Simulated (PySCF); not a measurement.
# WOF₄: one geometry, several methods

Aim: at the PBE0 minimum of singlet WOF₄, found before, compare methods on energies and levels.

The runs use PySCF 2.14.0; several methods, basis W def2-SVP with ECP60, O def2-SVP, F def2-SVP, scalar-relativistic core potentials, no spin–orbit coupling, density fitting.

## Step 1: The starting structure

6 atoms, charge 0, spin multiplicity 1.

Bond lengths: W1–O2 1.670 Å, W1–F3 1.853 Å, W1–F4 1.853 Å, W1–F5 1.853 Å, W1–F6 1.853 Å. Angles: O2–W1–F3 105.1°, O2–W1–F4 105.1°, O2–W1–F5 105.1°, O2–W1–F6 105.1°, F3–W1–F4 149.9°, F3–W1–F5 86.1°, F3–W1–F6 86.1°, F4–W1–F5 86.1°, F4–W1–F6 86.1°, F5–W1–F6 149.9°.

```xyz
6
charge 0 multiplicity 1
W    -0.0177   -0.0307    0.0000
O    -0.8528   -1.4772    0.0000
F     0.2231    0.3865    1.7894
F     0.2231    0.3865   -1.7894
F     1.7728   -0.5083    0.0000
F    -1.3266    1.2812    0.0000
```

## Step 2: PBE0

One driver script runs all steps and calls PySCF; scf.py shows the equivalent input of each level. Each SCF starts from the density of the minimum. The driver also runs the species with one electron less or more at the same geometry (one less: multiplicity 2, one more: multiplicity 2); their logs are not shown.

File scf.py:

```python
from pyscf import gto, scf, dft
mol = gto.M(atom='''
W     -0.017700    -0.030658     0.000000
O     -0.852832    -1.477154     0.000000
F      0.223117     0.386452     1.789434
F      0.223117     0.386452    -1.789434
F      1.772813    -0.508263     0.000000
F     -1.326580     1.281166    -0.000000''',
    basis={'W': 'def2-SVP', 'O': 'def2-SVP', 'F': 'def2-SVP'},
    ecp={'W': 'def2-SVP'},
    charge=0, spin=0)
mf = dft.RKS(mol, xc='PBE0')
mf.grids.atom_grid = (99, 590)
aux = {'W': 'def2-universal-JKFIT', 'O': 'def2-universal-JKFIT', 'F': 'def2-universal-JKFIT'}
mf = mf.density_fit(auxbasis=aux)
mf.kernel()
```

## Step 3: HF

scf.py, as its differences from that of step 2:

```diff
@@ -12,2 +12 @@
-mf = dft.RKS(mol, xc='PBE0')
-mf.grids.atom_grid = (99, 590)
+mf = scf.RHF(mol)
```

## Step 4: MP2

scf.py, as its differences from that of step 3:

```diff
@@ -15,0 +16,2 @@
+from pyscf.mp import dfmp2
+dfmp2.DFMP2(mf, frozen=5).kernel()  # the driver gives MP2 a fitting basis of its own (RI)
```

## Step 5: PBE

scf.py, as its differences from that of step 4:

```diff
@@ -12 +12,2 @@
-mf = scf.RHF(mol)
+mf = dft.RKS(mol, xc='PBE')
+mf.grids.atom_grid = (99, 590)
@@ -16,2 +16,0 @@
-from pyscf.mp import dfmp2
-dfmp2.DFMP2(mf, frozen=5).kernel()  # the driver gives MP2 a fitting basis of its own (RI)
```

## Step 6: r2SCAN

scf.py, as its differences from that of step 5:

```diff
@@ -12 +12 @@
-mf = dft.RKS(mol, xc='PBE')
+mf = dft.RKS(mol, xc='R2SCAN')
```

(Steps that only read results are left out.)

Before running it: what results should come out? Wanted: atomisation energy, range; vertical ionisation energy, range; vertical electron affinity, range; orbital gap, range.

The runs gave:

```
                         quantity                           value
        atomisation energy, range  1663 (HF) to 3109 (PBE) kJ/mol
vertical ionisation energy, range   13.39 (PBE) to 14.87 (MP2) eV
vertical electron affinity, range      0.90 (MP2) to 2.66 (HF) eV
               orbital gap, range     5.03 (PBE) to 15.59 (HF) eV
```

In words: The atomisation energy spreads over 1446 kJ/mol, from HF to PBE; without a CCSD(T) value for it there is no yardstick here. Without diffuse functions electron affinities tend to come out too low. With an element this heavy the missing spin–orbit coupling can shift these numbers.
